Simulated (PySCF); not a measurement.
# C8H11N: vibronic structure

Aim: compute the vibronic structure of C8H11N (`C#C/C=C\C=C/N(C)C`).

Programs: PySCF 2.14.0, with routines of our own; each step states its level. All values are computed. Atoms count from 0.

## 1. The starting structure

20 atoms, charge 0, multiplicity 1; geometry from: GFN2-xTB.

## 2. Vibronic structure: TDDFT B3LYP/6-31G*

Job settings and geometry (Å):

```
{"job": {"kind": "vib", "xc": "B3LYP", "basis": "6-31G*", "tda": false}, "charge": 0, "multiplicity": 1}
C      4.537207     0.087844    -0.276861
C      3.586084    -0.462063     0.213885
C      2.504943    -1.127802     0.812922
C      1.206077    -0.863298     0.557300
C      0.776242     0.099532    -0.408275
C     -0.461747     0.524903    -0.744894
N     -1.684035     0.321767    -0.173577
C     -1.878577    -0.414368     1.045656
C     -2.870831     0.523746    -0.963353
H      5.360352     0.571414    -0.711515
H      2.773993    -1.896065     1.527260
H      0.470612    -1.453845     1.081508
H      1.585923     0.533989    -0.981257
H     -0.525148     1.197240    -1.593011
H     -1.908759    -1.499412     0.885447
H     -2.829397    -0.111194     1.488330
H     -1.081880    -0.173985     1.746885
H     -2.668502     1.220681    -1.774469
H     -3.664109     0.938731    -0.337416
H     -3.233597    -0.416832    -1.397602
```

With the program's defaults for keys left out, this is: TDDFT B3LYP/6-31G* vertical-gradient vibronic structure (displaced harmonic oscillators, Condon), gas phase.

Command:

```sh
OMP_NUM_THREADS=1 python excited_run.py task.json out
```

This one command runs all jobs of the session in turn.

Output:

```text
final grid: 73752 points
cycle   1  E = -366.0200581011  dE =  1.258e+00  |g| = 5.179e-01  |ddm| = 4.703e+00
cycle   2  E = -365.9842680974  dE =  3.579e-02  |g| = 6.350e-01  |ddm| = 1.444e+00
cycle   3  E = -366.0873510417  dE = -1.031e-01  |g| = 2.307e-01  |ddm| = 9.888e-01
cycle   4  E = -366.1009654790  dE = -1.361e-02  |g| = 4.968e-02  |ddm| = 2.891e-01
cycle   5  E = -366.1013290730  dE = -3.636e-04  |g| = 3.357e-02  |ddm| = 7.341e-02
cycle   6  E = -366.1016127401  dE = -2.837e-04  |g| = 7.260e-03  |ddm| = 3.437e-02
cycle   7  E = -366.1016249137  dE = -1.217e-05  |g| = 2.188e-03  |ddm| = 9.948e-03
cycle   8  E = -366.1016259852  dE = -1.071e-06  |g| = 4.735e-04  |ddm| = 2.108e-03
cycle   9  E = -366.1016260337  dE = -4.850e-08  |g| = 2.535e-04  |ddm| = 7.759e-04
cycle  10  E = -366.1016260514  dE = -1.765e-08  |g| = 6.494e-05  |ddm| = 3.203e-04
cycle  11  E = -366.1016260523  dE = -8.926e-10  |g| = 2.471e-05  |ddm| = 8.534e-05
converged SCF energy = -366.1016260523

Singlet excitations (eV, f): 4.222 (0.7561)  5.137 (0.0006)  5.435 (0.0029)  5.552 (0.0308)  6.038 (0.0097)  6.308 (0.0454)

State S1  4.2222 eV  f = 0.75607  H->L 0.96
  relaxed dipole 5.941 D, largest gradient of the excitation energy 0.0620 Eh/bohr
  mode    cm-1        S   lambda/meV  Raman
   41   1591.0    0.3634      71.7   1.000
   43   2235.7    0.0898      24.9   0.488
    3     97.8    1.0459      12.7   0.011
   20    840.8    0.1128      11.8   0.087
   14    557.3    0.1447      10.0   0.049
   32   1331.6    0.0440       7.3   0.085
   42   1662.2    0.0314       6.5   0.094
   31   1287.1    0.0378       6.0   0.068
    2     65.5    0.6803       5.5   0.003
   16    661.3    0.0662       5.4   0.031
    5    168.0    0.2254       4.7   0.007
    7    221.6    0.1572       4.3   0.008
  reorganisation energy 0.2047 eV, total S 3.670, 0-0 4.0175 eV
  absorption maximum 4.066 eV, width 0.322 eV

State S4  5.5523 eV  f = 0.03082  H-1->L 0.70, H->L+2 0.19
  relaxed dipole 2.719 D, largest gradient of the excitation energy 0.0838 Eh/bohr
  mode    cm-1        S   lambda/meV  Raman
   43   2235.7    0.3600      99.8   1.000
   41   1591.0    0.4000      78.9   0.563
    2     65.5    2.3104      18.8   0.006
   20    840.8    0.0850       8.9   0.033
   31   1287.1    0.0531       8.5   0.049
    3     97.8    0.6763       8.2   0.004
   18    763.5    0.0854       8.1   0.028
   11    378.2    0.1670       7.8   0.013
    4    123.1    0.3389       5.2   0.003
   42   1662.2    0.0251       5.2   0.039
   54   3392.3    0.0106       4.5   0.068
   25   1060.4    0.0281       3.7   0.018
  reorganisation energy 0.2830 eV, total S 4.913, 0-0 5.2693 eV
  absorption maximum 5.317 eV, width 0.406 eV

State S6  6.3082 eV  f = 0.04544  H->L+2 0.66, H-1->L 0.09
  relaxed dipole 2.260 D, largest gradient of the excitation energy 0.0554 Eh/bohr
  mode    cm-1        S   lambda/meV  Raman
   42   1662.2    0.3204      66.0   1.000
   22    935.0    0.5377      62.3   0.531
    4    123.1    3.1309      47.8   0.054
   43   2235.7    0.1395      38.7   0.788
   41   1591.0    0.1366      27.0   0.391
    8    273.3    0.3786      12.8   0.032
   27   1112.6    0.0748      10.3   0.105
    6    185.1    0.3877       8.9   0.015
    5    168.0    0.4177       8.7   0.013
    7    221.6    0.3043       8.4   0.017
   40   1501.7    0.0364       6.8   0.093
   10    313.9    0.1498       5.8   0.017
  reorganisation energy 0.3535 eV, total S 6.553, 0-0 5.9547 eV
  absorption maximum 6.227 eV, width 0.532 eV

State T1  2.4164 eV  f = 0.00000  H->L 0.96
  relaxed dipole 4.150 D, largest gradient of the excitation energy 0.0967 Eh/bohr
  mode    cm-1        S   lambda/meV  Raman
   41   1591.0    1.2317     243.0   1.000
   42   1662.2    0.2597      53.5   0.230
   31   1287.1    0.1675      26.7   0.089
   43   2235.7    0.0801      22.2   0.128
   30   1259.9    0.0521       8.1   0.027
   14    557.3    0.1010       7.0   0.010
   10    313.9    0.1652       6.4   0.005
   22    935.0    0.0438       5.1   0.012
   36   1449.5    0.0281       5.1   0.019
   20    840.8    0.0473       4.9   0.011
   16    661.3    0.0597       4.9   0.008
    5    168.0    0.2271       4.7   0.002
  reorganisation energy 0.4299 eV, total S 3.524, 0-0 1.9866 eV
  absorption maximum 2.397 eV, width 0.494 eV
```

It took 50 s on 1 thread of Arm Neoverse V1, shared host; peak memory 1 GiB.

The fields below are evaluated on a grid from the run's orbitals.

Frontier orbitals at B3LYP/6-31G*, with the share of their density that lies nearest to each atom:

```
orbital  energy (eV)                                                  lies on
   HOMO        -4.69  N6 19 %; C2, C4 about 18 % each; C0, C5 about 11 % each
   LUMO        -0.54              C2, C3, C5 about 18 % each; C0 13 %; N6 7 %
```

ELF in a plane through or near 13 of the atoms.

Ten even steps from ' ' (0.00) to '@' (1.00):
```
                                                        
                                                        
                                                        
                            ++##..  ==**..              
      ..++--..      ..::    @@@@==  @@@@**              
      %%@@@@====..  ##@@--  @@@@**::@@@@##              
    ..@@@@@@##**--  @@@@##..%%@@==..@@@@==              
      ##@@@@--##**  @@@@%%++::==::::##++++--            
      ::**==..%%##::..##--**--==####++--@@%%--          
      ..++##%%::==--  **--++**##--==####@@%%--          
      ..++##%%..##++==**@@==..::##**::::**++..          
        ::++****%%--%%::++::  ..####::                  
            ..::++::%%++@@##  ++--::##++                
              --@@%%====@@@@  ++##******::              
              %%@@@@....@@##  ::++++--==..              
              ##@@##    --..    ....                    
              ::++--                                    
                                                        
                                                        
                                                        
```
The map spans 15.6 Å across and 9.2 Å up, centred on the molecule. Atoms in the plane (x, y in Å): C0 (-4.5, 0.8), C1 (-3.6, 0.0), C2 (-2.6, -1.0), C3 (-1.3, -0.8), C4 (-0.7, 0.5), C5 (0.6, 0.9), N6 (1.7, 0.2), C7 (1.8, -1.2), C8 (3.0, 0.8), H9 (-5.2, 1.6), H12 (-1.5, 1.3), H13 (0.7, 2.0), H17 (2.9, 1.9).

On the surface of density 0.002 e/bohr³ the electrostatic potential runs, from the 1st to the 99th percentile, from -1.24 V near C1 to 1.02 V near H17.

## 3. Vibronic structure: TDDFT mPW1PW91/6-31G*

The job, as its differences from that of step 2:

```diff
@@ -1,2 +1,2 @@
-{"job": {"kind": "vib", "xc": "B3LYP", "basis": "6-31G*", "tda": false}, "charge": 0, "multiplicity": 1}
+{"job": {"kind": "vib", "xc": "mPW1PW91", "basis": "6-31G*", "tda": false, "temperature": 77, "fwhm_ev": 0.15, "grid": 2}, "charge": 0, "multiplicity": 1}
 C      4.537207     0.087844    -0.276861
```

With the program's defaults for keys left out, this is: TDDFT mPW1PW91/6-31G* vertical-gradient vibronic structure (displaced harmonic oscillators, Condon), gas phase.

Output:

```text
coarse grid: 16576 points
cycle   1  E = -366.0170640123  dE =  1.321e+00  |g| = 4.746e-01  |ddm| = 4.550e+00
cycle   2  E = -365.9969620087  dE =  2.010e-02  |g| = 5.576e-01  |ddm| = 1.254e+00
cycle   3  E = -366.0755426546  dE = -7.858e-02  |g| = 1.957e-01  |ddm| = 8.340e-01
cycle   4  E = -366.0851491240  dE = -9.606e-03  |g| = 4.439e-02  |ddm| = 2.398e-01
cycle   5  E = -366.0854494137  dE = -3.003e-04  |g| = 2.950e-02  |ddm| = 6.619e-02
cycle   6  E = -366.0856713576  dE = -2.219e-04  |g| = 5.281e-03  |ddm| = 2.884e-02
cycle   7  E = -366.0856777770  dE = -6.419e-06  |g| = 1.646e-03  |ddm| = 7.368e-03
final grid: 159752 points
cycle   8  E = -366.0079533164  dE = -4.329e-05  |g| = 7.771e-03  |ddm| = 3.872e-02
cycle   9  E = -366.0079470328  dE =  6.284e-06  |g| = 9.333e-03  |ddm| = 1.771e-02
cycle  10  E = -366.0079687504  dE = -2.172e-05  |g| = 2.140e-03  |ddm| = 1.099e-02
cycle  11  E = -366.0079699395  dE = -1.189e-06  |g| = 3.217e-04  |ddm| = 2.267e-03
cycle  12  E = -366.0079699582  dE = -1.875e-08  |g| = 1.768e-04  |ddm| = 4.188e-04
cycle  13  E = -366.0079699650  dE = -6.728e-09  |g| = 6.709e-05  |ddm| = 2.028e-04
cycle  14  E = -366.0079699660  dE = -1.032e-09  |g| = 2.070e-05  |ddm| = 8.432e-05
cycle  15  E = -366.0079699661  dE = -1.111e-10  |g| = 5.107e-06  |ddm| = 2.641e-05
converged SCF energy = -366.0079699661

Singlet excitations (eV, f): 4.277 (0.7761)  5.253 (0.0006)  5.582 (0.0018)  5.706 (0.0294)  6.367 (0.0093)  6.454 (0.0596)

State S1  4.2774 eV  f = 0.77613  H->L 0.97
  relaxed dipole 6.112 D, largest gradient of the excitation energy 0.0647 Eh/bohr
  mode    cm-1        S   lambda/meV  Raman
   41   1591.0    0.4079      80.5   1.000
   43   2235.7    0.0934      25.9   0.452
    3     97.8    0.9297      11.3   0.009
   20    840.8    0.1055      11.0   0.072
   14    557.3    0.1530      10.6   0.046
   42   1662.2    0.0442       9.1   0.118
   32   1331.6    0.0444       7.3   0.076
   31   1287.1    0.0447       7.1   0.072
   16    661.3    0.0695       5.7   0.029
    6    185.1    0.2247       5.2   0.007
    2     65.5    0.6265       5.1   0.003
    5    168.0    0.2093       4.4   0.006
  reorganisation energy 0.2186 eV, total S 3.671, 0-0 4.0588 eV
  absorption maximum 4.129 eV, width 0.404 eV

State S4  5.7057 eV  f = 0.02942  H-1->L 0.76, H->L+2 0.14
  relaxed dipole 2.564 D, largest gradient of the excitation energy 0.0857 Eh/bohr
  mode    cm-1        S   lambda/meV  Raman
   43   2235.7    0.3786     105.0   1.000
   41   1591.0    0.4343      85.7   0.581
    2     65.5    2.7838      22.6   0.006
    3     97.8    1.1066      13.4   0.006
   20    840.8    0.0944       9.8   0.035
   18    763.5    0.1012       9.6   0.031
   31   1287.1    0.0553       8.8   0.048
   11    378.2    0.1819       8.5   0.014
    4    123.1    0.4472       6.8   0.004
   25   1060.4    0.0371       4.9   0.022
   54   3392.3    0.0108       4.5   0.066
    7    221.6    0.1451       4.0   0.004
  reorganisation energy 0.3116 eV, total S 6.102, 0-0 5.3940 eV
  absorption maximum 5.478 eV, width 0.556 eV

State S6  6.4544 eV  f = 0.05962  H->L+2 0.73
  relaxed dipole 2.935 D, largest gradient of the excitation energy 0.0653 Eh/bohr
  mode    cm-1        S   lambda/meV  Raman
   42   1662.2    0.3741      77.1   1.000
    4    123.1    3.7001      56.5   0.054
   22    935.0    0.3922      45.5   0.332
   43   2235.7    0.1602      44.4   0.775
   41   1591.0    0.1332      26.3   0.326
    8    273.3    0.4068      13.8   0.029
    6    185.1    0.5073      11.6   0.017
    5    168.0    0.5147      10.7   0.014
   27   1112.6    0.0751      10.4   0.090
   25   1060.4    0.0648       8.5   0.071
    7    221.6    0.2813       7.7   0.013
   40   1501.7    0.0357       6.6   0.078
  reorganisation energy 0.3755 eV, total S 7.509, 0-0 6.0788 eV
  absorption maximum 6.377 eV, width 0.550 eV

State T1  2.3800 eV  f = 0.00000  H->L 0.95
  relaxed dipole 4.071 D, largest gradient of the excitation energy 0.0993 Eh/bohr
  mode    cm-1        S   lambda/meV  Raman
   41   1591.0    1.3038     257.2   1.000
   42   1662.2    0.2733      56.3   0.229
   31   1287.1    0.1786      28.5   0.090
   43   2235.7    0.0807      22.4   0.122
   30   1259.9    0.0555       8.7   0.027
   14    557.3    0.1035       7.2   0.010
   10    313.9    0.1699       6.6   0.005
   22    935.0    0.0470       5.5   0.012
   36   1449.5    0.0280       5.0   0.018
   16    661.3    0.0609       5.0   0.008
   29   1212.2    0.0330       5.0   0.015
   20    840.8    0.0464       4.8   0.010
  reorganisation energy 0.4509 eV, total S 3.684, 0-0 1.9291 eV
  absorption maximum 2.345 eV, width 0.640 eV
```

It took 81 s on 1 thread of Arm Neoverse V1, shared host; peak memory 1 GiB.

## 4. Results

| quantity | value |
| --- | --- |
| S1: vertical, reorganisation, 0-0, total S (step 2, TDDFT B3LYP/6-31G*, modes from GFN2-xTB) | 4.22, 0.20, 4.02 eV; 3.7 |
| S4: vertical, reorganisation, 0-0, total S (step 2, TDDFT B3LYP/6-31G*, modes from GFN2-xTB) | 5.55, 0.28, 5.27 eV; 4.9 |
| S6: vertical, reorganisation, 0-0, total S (step 2, TDDFT B3LYP/6-31G*, modes from GFN2-xTB) | 6.31, 0.35, 5.95 eV; 6.6 |
| surface potential, 1st and 99th percentile | -1.24 V and 1.02 V |
| S1: vertical, reorganisation, 0-0, total S (step 3, TDDFT mPW1PW91/6-31G*, modes from GFN2-xTB) | 4.28, 0.22, 4.06 eV; 3.7 |
| S4: vertical, reorganisation, 0-0, total S (step 3, TDDFT mPW1PW91/6-31G*, modes from GFN2-xTB) | 5.71, 0.31, 5.39 eV; 6.1 |
| S6: vertical, reorganisation, 0-0, total S (step 3, TDDFT mPW1PW91/6-31G*, modes from GFN2-xTB) | 6.45, 0.38, 6.08 eV; 7.5 |

**Reading.** The vibronic model keeps the ground-state modes (from xTB) and shifts them along the gradient alone, so it can miss much of the relaxation that a full optimisation finds. By nearest atom (B3LYP/6-31G*), the HOMO sits on N6 19 %; C2, C4 about 18 % each and the LUMO on C2, C3, C5 about 18 % each; C0 13 %.
